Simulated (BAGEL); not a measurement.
# HF/def2-SVP (density fitting with qzvpp-jkfit) run of C3H4F2 (SMILES F/C=C/CF)

What is the electronic atomisation energy of C3H4F2 at HF/def2-SVP (density fitting with qzvpp-jkfit)? 

The calculation is run with BAGEL 1.2.2.

15 further runs of the same task are left out: 15 set aside as unsound or not needed.

## 1. The system as given

C3H4F2: 9 atoms, total charge 0, spin state singlet. As SMILES, `F/C=C/CF`. The coordinates come from a PBE0-D4/def2-TZVP relaxation. This is one conformer, not always the lowest.

Bond lengths: F1–C2 1.332 Å, C2–C3 1.320 Å, C3–C4 1.482 Å, C4–F5 1.388 Å, C2–H6 1.085 Å, C3–H7 1.085 Å, C4–H8 1.094 Å, C4–H9 1.094 Å. Some angles: F1–C2–C3 122.5°, C2–C3–C4 121.0°, C3–C4–F5 110.6°, F1–C2–H6 112.4°, C3–C2–H6 125.1°, C2–C3–H7 120.0°, C4–C3–H7 118.9°, C3–C4–H8 111.2°, C3–C4–H9 111.3°, F5–C4–H8 107.9°.

## 2. The energy at HF/def2-SVP (density fitting with qzvpp-jkfit)

hf.json reads:

```json
{ "bagel": [

{
  "title": "molecule",
  "basis": "svp",
  "df_basis": "qzvpp-jkfit",
  "angstrom": "true",
  "geometry": [
    { "atom": "F", "xyz": [      -2.209900,      -0.026000,       1.314000 ] },
    { "atom": "C", "xyz": [      -1.254900,      -0.268300,       0.418300 ] },
    { "atom": "C", "xyz": [      -0.069300,       0.309000,       0.473200 ] },
    { "atom": "C", "xyz": [       0.980100,      -0.003600,      -0.525800 ] },
    { "atom": "F", "xyz": [       1.279200,       1.118700,      -1.286000 ] },
    { "atom": "H", "xyz": [      -1.566100,      -0.985700,      -0.334400 ] },
    { "atom": "H", "xyz": [       0.150200,       1.024100,       1.258600 ] },
    { "atom": "H", "xyz": [       0.654400,      -0.794800,      -1.207600 ] },
    { "atom": "H", "xyz": [       1.910300,      -0.315800,      -0.041200 ] }
  ]
},

{ "title": "hf" },

{ "title": "print", "file": "orbitals.molden", "orbitals": "true" }

]}
```

Command:

```sh
$ BAGEL_NUM_THREADS=1 BAGEL hf.json > hf.out
```

Log:

```text
* using 1 threads per process

  ===============================================================
  ===============================================================

  *** Geometry ***

  { "atom" : "F", "xyz" : [     -4.176106,     -0.049133,      2.483100 ] },
  { "atom" : "C", "xyz" : [     -2.371417,     -0.507014,      0.790472 ] },
  { "atom" : "C", "xyz" : [     -0.130958,      0.583925,      0.894218 ] },
  { "atom" : "C", "xyz" : [      1.852121,     -0.006803,     -0.993618 ] },
  { "atom" : "F", "xyz" : [      2.417338,      2.114037,     -2.430188 ] },
  { "atom" : "H", "xyz" : [     -2.959500,     -1.862703,     -0.631924 ] },
  { "atom" : "H", "xyz" : [      0.283837,      1.935269,      2.378409 ] },
  { "atom" : "H", "xyz" : [      1.236637,     -1.501954,     -2.282033 ] },
  { "atom" : "H", "xyz" : [      3.609944,     -0.596776,     -0.077857 ] },

  Number of auxiliary basis functions:      451

  Since a DF basis is specified, we compute 2- and 3-index integrals:
    o Being stored without compression. Storage requirement is 0.029 GB

  Number of basis functions:       90
  Number of electrons      :       40

    * METHOD: MOLECULE                             0.15

  *** RHF ***

  === Nuclear Repulsion ===
   165.3018496539

      * DIIS with orbital gradients will be used.

  === RHF iteration (svp) ===
      0       -314.34129935          0.01582682           0.05
      1       -314.47700537          0.00895535           0.04
      2       -314.52050797          0.00161125           0.04
      3       -314.52247917          0.00039312           0.04
      4       -314.52259199          0.00012265           0.04
      5       -314.52260684          0.00004080           0.04
      6       -314.52260942          0.00002418           0.04
      7       -314.52261003          0.00000535           0.04
      8       -314.52261006          0.00000231           0.04
      9       -314.52261007          0.00000093           0.05
     10       -314.52261007          0.00000028           0.04
     11       -314.52261007          0.00000011           0.04
     12       -314.52261007          0.00000004           0.04
     13       -314.52261007          0.00000001           0.04
     14       -314.52261007          0.00000000           0.04
    * SCF iteration converged.

    * Permanent dipole moment:
           (   -0.178121,     0.811702,    -0.038825) a.u.

    * METHOD: HF                                   0.77

    * METHOD: PRINT                                0.01

  ===============================================================
```

Run time: 1.2 s. Hardware: 1 thread of Intel Xeon 6975P-C (Granite Rapids), shared host; peak memory 0.11 GiB.

## 3. The C atom

job.json reads:

```json
{ "bagel" : [

{
  "title" : "molecule",
  "basis" : "svp",
  "df_basis" : "qzvpp-jkfit",
  "angstrom" : "true",
  "geometry" : [
    { "atom" : "C", "xyz" : [       0.000000,       0.000000,       0.000000 ] }
  ]
},

{
  "title" : "uhf",
  "nopen" : 2
},

{
  "title" : "print",
  "file" : "orbitals.molden",
  "orbitals" : "true"
}

]}
```

Command:

```sh
$ BAGEL_NUM_THREADS=1 BAGEL job.json > job.out
```

Log:

```text
* using 1 threads per process

  ===============================================================
  ===============================================================

  *** Geometry ***

  { "atom" : "C", "xyz" : [      0.000000,      0.000000,      0.000000 ] },

  Number of auxiliary basis functions:       75

  Since a DF basis is specified, we compute 2- and 3-index integrals:
    o Being stored without compression. Storage requirement is 0.000 GB

  Number of basis functions:       14
  Number of electrons      :        6

    * METHOD: MOLECULE                             0.01

  *** Open-shell HF ***

  === Nuclear Repulsion ===
     0.0000000000

      * DIIS with orbital gradients will be used.

  === UHF iteration (svp) ===
      0        -37.62532341          0.01846855           0.00
      1        -37.64210780          0.00629518           0.00
      2        -37.64458010          0.00267142           0.00
      3        -37.64521347          0.00010888           0.00
      4        -37.64522247          0.00002965           0.00
      5        -37.64522343          0.00000541           0.00
      6        -37.64522345          0.00000166           0.00
      7        -37.64522346          0.00000002           0.00
      8        -37.64522346          0.00000000           0.00
    * SCF iteration converged.

    * S^2 (UHF) is 2.0066

    * Permanent dipole moment:
           (    0.000000,     0.000000,    -0.000000) a.u.

    * METHOD: UHF                                  0.01

    * METHOD: PRINT                                0.00

  ===============================================================
```

Run time: 0.3 s. Hardware: 1 thread of Intel Xeon 6975P-C (Granite Rapids), shared host.

## 4. The F atom, same level

input.json reads:

```json
{ "bagel": [

{
  "title": "molecule",
  "basis": "svp",
  "df_basis": "qzvpp-jkfit",
  "angstrom": true,
  "geometry": [
    { "atom": "F", "xyz": [    0.000000,    0.000000,    0.000000 ] }
  ]
},
{ "title": "uhf", "nopen": 1 },
{ "title": "print", "file": "orbitals.molden", "orbitals": true }

]}
```

Run the same way, it converges to -99.28399 Eh (log not shown).

## 5. The H atom at the same level

hf.json reads:

```json
{ "bagel": [

{
  "title": "molecule",
  "basis": "svp",
  "df_basis": "qzvpp-jkfit",
  "angstrom": "true",
  "geometry": [
    { "atom": "H", "xyz": [       0.000000,       0.000000,       0.000000 ] }
  ]
},

{
  "title": "uhf",
  "nopen": 1
},

{
  "title": "print",
  "file": "orbitals.molden",
  "orbitals": "true"
}

]}
```

Run the same way, it converges to -0.49928 Eh (log not shown).

## 6. Summary of results

Level: HF/def2-SVP (density fitting with qzvpp-jkfit).

| quantity | value |
| --- | --- |
| molecule: total energy | -314.52261 Eh |
| molecule: dipole moment | 2.11 D |
| molecule: HOMO energy | -10.74 eV |
| molecule: LUMO energy | 4.13 eV |
| molecule: HOMO–LUMO gap | 14.88 eV |
| C atom: total energy | -37.64522 Eh |
| C atom: dipole moment | 0.00 D |
| C atom: ⟨S²⟩ | 2.007 |
| F atom: total energy | -99.28399 Eh |
| F atom: dipole moment | 0.00 D |
| F atom: ⟨S²⟩ | 0.752 |
| H atom: total energy | -0.49928 Eh |
| H atom: dipole moment | 0.00 D |
| H atom: ⟨S²⟩ | 0.750 |
| electronic atomisation energy | 27.806 eV |

Taking the molecule apart into free atoms costs 27.81 eV (641 kcal/mol), before zero-point energy and without spin-orbit coupling. Hartree–Fock lacks the correlation of the bonding pairs, which as a rule makes this value much too low; in minimal bases other errors can mask that.
